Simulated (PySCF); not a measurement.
# H6NO3Pb (Pb(OH)3(NH3)+): the cost of one run

Computed with PySCF 2.14.0. Level: PBE0, Pb def2-SVP with ECP60, O def2-SVP, H def2-SVP, N def2-SVP; scalar-relativistic core potentials, no spin–orbit coupling.

1 further run of the same task is left out (for a known fault of the program).

### Step 1. The starting structure

11 atoms, charge 1, spin multiplicity 1.

Bond lengths: Pb1–O2 2.050 Å, Pb1–O4 2.051 Å, Pb1–O6 2.050 Å, Pb1–N8 2.333 Å, O2–H3 0.972 Å, O4–H5 0.972 Å, O6–H7 0.972 Å, N8–H9 1.025 Å, N8–H10 1.025 Å, N8–H11 1.025 Å. Angles: O2–Pb1–O4 119.5°, O2–Pb1–O6 119.1°, O2–Pb1–N8 94.1°, O4–Pb1–O6 119.3°, O4–Pb1–N8 94.6°, O6–Pb1–N8 95.7°, Pb1–O2–H3 111.3°, Pb1–O4–H5 111.1°, Pb1–O6–H7 110.9°, Pb1–N8–H9 110.7°, Pb1–N8–H10 111.0°, Pb1–N8–H11 110.9°, H9–N8–H10 108.0°, H9–N8–H11 108.1°, H10–N8–H11 108.0°.

Coordinates:

```xyz
11
H6NO3Pb
Pb    0.1194   -0.1452    0.2101
O     0.6733    1.4129    1.4226
H     1.6304    1.4050    1.5914
O    -1.4403   -1.3548    0.7694
H    -1.5036   -1.4183    1.7371
O     1.4124   -0.7843   -1.2472
H     1.4165   -1.7547   -1.3071
N    -1.1739    1.1911   -1.1993
H    -1.1286    2.1731   -0.9087
H    -0.8429    1.1323   -2.1678
H    -2.1565    0.8989   -1.1815
```

Formal oxidation states: Pb +4. An earlier session relaxed this geometry at PBE0, Pb def2-SVP with ECP60, O def2-SVP, H def2-SVP, N def2-SVP (singlet, point group C1).

Its energy there is -476.097595 Eh.

### Step 2. One electron removed, multiplicity 2

run.py (the lines that set the calculation)

```python
mol = gto.M(atom='''
Pb     0.11937    -0.14520     0.21013
O      0.67332     1.41287     1.42256
H      1.63043     1.40504     1.59144
O     -1.44034    -1.35479     0.76943
H     -1.50356    -1.41832     1.73709
O      1.41242    -0.78432    -1.24725
H      1.41653    -1.75468    -1.30705
N     -1.17387     1.19114    -1.19931
H     -1.12859     2.17313    -0.90868
H     -0.84287     1.13228    -2.16780
H     -2.15647     0.89892    -1.18150''',
    basis={'Pb': 'def2-SVP', 'O': 'def2-SVP', 'H': 'def2-SVP', 'N': 'def2-SVP'},
    ecp={'Pb': 'def2-SVP'},
    charge=2, spin=1)
mf = dft.UKS(mol, xc='PBE0')
mf.grids.atom_grid = (50, 194)
mf = mf.density_fit()  # fitting sets: Pb def2-universal-JKFIT, O def2-universal-JKFIT, H def2-universal-JKFIT, N def2-universal-JKFIT
mf.conv_tol = 1e-08; mf.max_cycle = 55
mf.kernel(dm0)  # dm0: the density of the relaxed state
```

Launch:

```sh
$ OMP_NUM_THREADS=2 python run.py
```

**Question.** How long does this run take on 2 threads of Intel Xeon Platinum 8488C (Sapphire Rapids), shared host?

About 12 s.
